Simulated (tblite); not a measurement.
# C3H9NSeSi2: the cost of one run

The runs use tblite 0.8.0 and PySCF 2.14.0, with density-fitted response routines of our own; the level of theory stands in each step. All values are computed, except where a source is named. Atoms are numbered from 0 throughout.

**1. The starting structure**

16 atoms, charge 0, multiplicity 1; geometry from: force field or distance geometry start.

Bonds of the start (Å): C0–Se1 1.94, Se1–Si2 2.25, Si2–C3 1.88, C3–Si4 1.85, Si4–C5 1.80, C5–N6 1.14, C0–H7 1.11, C0–H8 1.10, C0–H9 1.11, Si2–H10 1.46, Si2–H11 1.48, C3–H12 1.11, C3–H13 1.09, Si4–H14 1.47, Si4–H15 1.48.

**2. Optimising the geometry with GFN2-xTB**

The job: settings as JSON, then the geometry in Å.

```
{"job": {"kind": "relax", "xc": "GFN2-xTB", "basis": "xTB"}, "charge": 0, "multiplicity": 1}
C      3.326600     0.679700     0.454200
Se     2.237500    -0.920100     0.461300
Si     0.473200    -0.650700    -0.902300
C     -1.169600    -1.147800    -0.124100
Si    -2.206800     0.377500    -0.051500
C     -3.378300     0.384100     1.312200
N     -4.118400     0.404600     2.183300
H      3.602500     0.942600    -0.584100
H      2.755400     1.539400     0.843900
H      4.244200     0.487600     1.045800
H      0.714200    -1.363800    -2.151000
H      0.378900     0.780800    -1.256200
H     -0.975600    -1.575800     0.886500
H     -1.622100    -1.916400    -0.758600
H     -1.287800     1.524800    -0.061900
H     -2.981600     0.462400    -1.308700
```

Started as:

```
> OMP_NUM_THREADS=1 python probes_run.py task.json out
```

The driver reads the jobs from task.json and runs them one after another.

**Question.** How long does this first job take on 1 thread of Arm Neoverse N1, shared host, and how much memory does it need?

About 2.8 s, with a peak of 0.18 GiB.
